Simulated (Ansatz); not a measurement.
# CH₂Se (triplet): from Hartree-Fock to the top rungs at a displaced geometry (v2), cc-pVDZ

The task here is to estimate one member of a computed series from the others.

Program: Ansatz 0.2.0, Gaussian basis. Level of theory: cc-pVDZ, core rule «outside noble gas», up to 15 orbitals frozen. These are calculated values, not measurements.

To be run: UHF; CCSD(T) on ROHF; CCSD(T) on UHF; BCCD(T) on ROHF; CISD; CCSDT(Q) on ROHF; CCSDT(Q) on UHF; CASSCF and MRCISD+Q, 12 electrons in 10 orbitals; CASSCF and NEVPT2, 12 electrons in 10 orbitals.

29 further runs of the same task are left out: 13 that didn't finish, 16 set aside as unsound or not needed.

### The geometry

The geometry is a PBE0/def2-TZVP stationary point (not a proven minimum) with its atoms shifted at random (size 0.100 Å). No spin-orbit coupling is included. The filled d shell of Se may be among the frozen orbitals whatever the setting's name suggests; the logs give the count.

4 atoms, charge 0, spin multiplicity 3.

Atoms are counted from 1 here; the program's logs count them from 0.

Bond lengths: C1–Se2 1.807 Å, C1–H3 1.031 Å, Se2–H4 1.407 Å. Angles: Se2–C1–H3 138.9°, C1–Se2–H4 97.8°.

The first run:

Input file in.yaml:

```yaml
crystal:
  periodic: [false, false, false]
  atoms:
    - {symbol: C, position_ang: [0.002838, 0.057148, 1.546358]}
    - {symbol: Se, position_ang: [-0.011459, -0.025249, -0.258334]}
    - {symbol: H, position_ang: [0.672364, -0.046291, 2.323602]}
    - {symbol: H, position_ang: [0.191515, 1.343278, -0.512778]}
basis:
  gaussian: {orbitals: cc-pVDZ}
magnetization: {spin_polarized: true, initial_magnetization: 2}
hamiltonian: {xc: hf}
output: {orbitals: {seedname: orbitals}}
```

Launch:

```bash
$ ansatz run in.yaml --threads 1 --pin off --events-out ev --progress --plain --max-ram 2393MiB
```

Steps of the session up to this table: UHF; CCSD(T) on ROHF; CCSD(T) on UHF; BCCD(T) on ROHF; CISD; CCSDT(Q) on ROHF; CCSDT(Q) on UHF; CASSCF and MRCISD+Q, 12 electrons in 10 orbitals; CASSCF and NEVPT2, 12 electrons in 10 orbitals.

One of the session's tables, all rows but one given; the rest of the session is left out.

| method | from UCCSDT(Q) (meV) |
| --- | --- |
| ROHF | +6838.1 |
| UHF | +6634.9 |
| RMP2 | +1103.4 |
| UMP2 | +1099.3 |
| CISD | +711.4 |
| RCCSD | +212.3 |
| UCCSD | +208.2 |
| RCCSD(T) | +36.9 |
| UCCSD(T) | +36.9 |
| BCCD(T) | +35.8 |
| RCCSDT | +12.3 |
| UCCSDT | +11.2 |
| RCCSDT(Q) | +1.8 |
| UCCSDT(Q) | 0 |
| CASSCF valence | +5101.6 |
| NEVPT2 valence | ? |
| MRCISD valence | +399.4 |
| MRCISD+Q valence | +46.2 |

**Question.** Estimate the row for NEVPT2 valence.

**Answer.** from UCCSDT(Q) (meV): +1105.2. In the column «from UCCSDT(Q) (meV)» it lies between RMP2 (+1103.4) and CASSCF valence (+5101.6).

To keep in mind: Restricted and unrestricted rows rest on different reference determinants; where their highest levels disagree by more than a few hundredths of an eV, they describe different states and don't form one ladder.
